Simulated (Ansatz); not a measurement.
**Sb (Im-3m): relaxations under a series of pressures**

How does Sb (Im-3m) give way under pressure? A script is to give relaxations under a series of pressures; the system is Sb (Im-3m).

Computed with the Python package of Ansatz 0.2.0. Level of theory: DFT LDA, plane waves, PAW.

## (1) The structure

It takes space group Im-3m (No. 229, cubic). The conventional cell has a = 3.450 Å, b = 3.450 Å, c = 3.450 Å, α = 90.00°, β = 90.00°, γ = 90.00°. Around Sb (site symmetry m-3m) lie 8 Sb at 2.99 Å.

The script holds or builds the structure itself.

## (2) The code

Input file compress.py:

```python
"""Cell of Sb under pressure."""

import ansatz as az
import numpy as np
import pandas as pd
from pymatgen.core import Lattice, Structure
from pymatgen.io.ase import AseAtomsAdaptor

def edges_and_angles(cell):
    cell = np.asarray(cell)
    a, b, c = np.linalg.norm(cell, axis=1)
    cosines = cell[1] @ cell[2] / (b * c), cell[0] @ cell[2] / (a * c), cell[0] @ cell[1] / (a * b)
    return (a, b, c, *np.degrees(np.arccos(cosines)))


def main() -> None:
    pmg_structure = Structure(
        Lattice([(-1.725, 1.725, 1.725), (1.725, -1.725, 1.725), (1.725, 1.725, -1.725)]),
        ["Sb"],
        [
            (0.0, 0.0, 0.0),
        ],
    )
    cell = az.Crystal.from_ase(AseAtomsAdaptor.get_atoms(pmg_structure))

    calc = (
        cell.calculation()
        .occupations("methfessel_paxton", width=0.15)
        .kpoints(spacing=0.22)
        .functional("LDA")
    )

    # H = F + PV, with 1 GPa A^3 = 1/160.21766 eV
    rows = []
    for pressure in [0, 2, 4, 6, 8]:
        res = calc.relax(cell=True, pressure=pressure).run()
        cell = res.lattice.cell_ang
        n_atoms = len(res.lattice.sites)
        volume = abs(np.linalg.det(cell)) / n_atoms
        enthalpy = res.report["free_energy_ev"] / n_atoms + pressure * volume / 160.21766
        rows.append((pressure, volume, enthalpy, *edges_and_angles(cell)))
        print(f"{pressure} GPa done: {volume:.4f} A^3/atom")

    table = pd.DataFrame(rows, columns=["P_GPa", "V_A3_atom", "H_eV_atom", "a", "b", "c", "alpha", "beta", "gamma"])
    print(table.round(4).to_string(index=False))
    p, v = np.array([row[0] for row in rows], float), np.array([row[1] for row in rows])
    print("mean bulk modulus between rows (GPa):", np.round(-np.diff(p) / np.diff(np.log(v)), 1))


if __name__ == "__main__":
    main()
```

## (3) The input behind the calls

The engine receives this input (first run):

```yaml
crystal:
  lattice:
    - [-1.725, 1.725, 1.725]
    - [1.725, -1.725, 1.725]
    - [1.725, 1.725, -1.725]
  atoms:
    - { symbol: Sb, position: [0.0, 0.0, 0.0] }
kpoints:
  mp_grid:
    kspacing: 0.22
hamiltonian:
  xc: lda
scf:
  occupations:
    method: methfessel_paxton
    width: 0.15
relax:
  cell:
    p_target: 0.0
```

## (4) The run

Started as:

```sh
$ python compress.py
```

**Question.** How far does the cell shrink over this series of pressures, and what bulk modulus does the first step imply?

As calculated:

```
                                   quantity              value
bulk modulus between neighbouring pressures  74.7 to 105.3 GPa
                              runs compared                  5
                            range of energy     49.72 meV/atom
```

The crystal stiffens as it is compressed. The volume falls from 25.53 Å³ an atom at 0 GPa to 23.34 at 8 GPa, by 8.6 %. Between 0 and 2 GPa, -V dP/dV is about 75 GPa, a mean over that step. In run 1, over 5 moves the cell grew by 24.3 % in volume, and the space group stayed Im-3m. In run 5, over 3 moves the cell grew by 13.7 % in volume under the 8 GPa asked, and the space group stayed Im-3m. Caveats:
- At a fixed pressure a relaxation lowers the enthalpy F + PV, while F alone can rise.
- The mesh is modest for a metal, so energies can be off by several to tens of meV an atom and pressures by half a GPa or more; differences at equal mesh fare better.
- Edges and angles that the script prints are those of the cell as typed, here a primitive one.
- This isn't the structure that Sb takes at ambient conditions.
- Symmetry holds the cell in this phase, so another phase that may be stable under pressure is not reached.
